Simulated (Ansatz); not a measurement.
# CdSb2O2: the cost of one run

Program: Ansatz 0.2.0. Level of theory: DFT PBE, scalar-relativistic, plane waves, PAW. These are calculated values, not measurements.

**1. The structure to begin with**

Symmetry: P6mm, No. 183, hexagonal system. Conventional cell: a = 5.421 Å, b = 5.421 Å, c = 4.251 Å, α = 90.00°, β = 90.00°, γ = 120.00°. Cd (site symmetry 6mm) has 6 O at 3.30 Å and 6 Sb at 3.53 Å in its first shell of neighbours. Sb (site symmetry 3m) is surrounded by 1 O at 1.56 Å. O (site symmetry 3m) has 1 Sb at 1.56 Å in its first shell of neighbours.

Structure file:

```
CELL_PARAMETERS angstrom
5.42125 0.00000 0.00000
-2.71063 4.69494 0.00000
0.00000 0.00000 4.25085
ATOMIC_POSITIONS crystal
Cd 0.00000 0.00000 0.86319
Sb 0.33333 0.66667 0.47869
Sb 0.66667 0.33333 0.47869
O 0.33333 0.66667 0.11259
O 0.66667 0.33333 0.11259
```

The cell is invented: random cell by space group and Wyckoff sites (P6mm, No. 183). Its size is a rough estimate.

**2. Probe: one point on a coarse mesh**

File input.yaml:

```yaml
crystal:
  lattice:
    - [5.42125383, 0.0, 0.0]
    - [-2.71062692, 4.69494354, 0.0]
    - [0.0, 0.0, 4.25085489]
  atoms:
    - { symbol: Cd, position: [0.0, 0.0, 0.86318803] }
    - { symbol: Sb, position: [0.33333333, 0.66666667, 0.47869191] }
    - { symbol: Sb, position: [0.66666667, 0.33333333, 0.47869191] }
    - { symbol: O, position: [0.33333333, 0.66666667, 0.11259245] }
    - { symbol: O, position: [0.66666667, 0.33333333, 0.11259245] }
basis:
  ecutwfc: 420
kpoints:
  mp_grid: { grid: [6, 6, 4] }
hamiltonian:
  xc: pbe
scf:
  occupations: { method: gaussian, width: 0.1 }
  lower_state_search: "off"
output:
  forces: true
  stress: true
  eigenvalues: true
```

The run is started by

```
$ ansatz run input.yaml --threads 1 --pin off --max-ram 2560MiB --backend cpu --events-out ev --progress --plain --runs-dir out
```

Q: Estimate wall time and peak memory on 1 thread of Arm Neoverse V1, shared host.

About 8.5 s, with a peak of 0.36 GiB.
